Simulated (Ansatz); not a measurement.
ClHOSn, SMILES [OH][Sn][Cl], a rigid scan of one bond angle

Computed with Ansatz's Python interface.

Typed at the interpreter:
```pycon
>>> import warnings
>>> import ansatz as az
>>> from ase import Atoms
>>> config = {
...     "basis": "def2-SVP",
...     "xc": "hf",
...     "fmax": 0.02,
... }
>>> warnings.simplefilter("ignore", az.DeckWarning)
>>> atoms = Atoms(["O", "Sn", "Cl", "H"], positions=[
...     (-0.4585, 0.6275, -0.8006),
...     (-0.1761, -0.5407, 0.7191),
...     (2.1053, -0.956, 0.8839),
...     (-1.4151, 0.8089, -0.8227),
... ])
>>> # start the scan from a relaxed geometry
>>> first = (
...     az.Crystal.molecule_from_ase(atoms).calculation()
...     .basis(gaussian=config["basis"])
...     .functional(config["xc"])
...     .relax(force_tolerance=config["fmax"], max_steps=80)
... )
>>> atoms.positions = first.run().report["positions_ang"]
>>> rows = []
>>> for angle in [90, 100, 110, 120, 135, 150, 165, 179]:
...     bent = atoms.copy()
...     bent.set_angle(3, 0, 1, angle, indices=[1, 2])
...     base = (
...         az.Crystal.molecule_from_ase(bent).calculation()
...         .basis(gaussian=config["basis"])
...         .functional(config["xc"])
...     )
...     rows.append((angle, base.run().report["free_energy_ev"]))
...
>>> floor = min(e for _, e in rows)
>>> for angle, e in rows:
...     print(f"angle H3-O0-Sn1 = {angle:3d} deg   {1000 * (e - floor):9.1f} meV")
...
angle H3-O0-Sn1 =  90 deg       324.9 meV
angle H3-O0-Sn1 = 100 deg       127.7 meV
angle H3-O0-Sn1 = 110 deg        28.7 meV
angle H3-O0-Sn1 = 120 deg         0.0 meV
angle H3-O0-Sn1 = 135 deg        37.8 meV
angle H3-O0-Sn1 = 150 deg       112.3 meV
angle H3-O0-Sn1 = 165 deg       167.4 meV
angle H3-O0-Sn1 = 179 deg       169.1 meV
```

What to keep in mind:
- The settings weren't tested for convergence.
- The scan is rigid, and the energies are electronic, in a modest basis. The zero is the lowest point of the grid, which needn't be the minimum.
- def2 sets replace the cores of elements past krypton by effective core potentials.
- Timing: 11 s on 1 thread of Arm Neoverse V2 (shared host), peak memory 0.2 GiB.
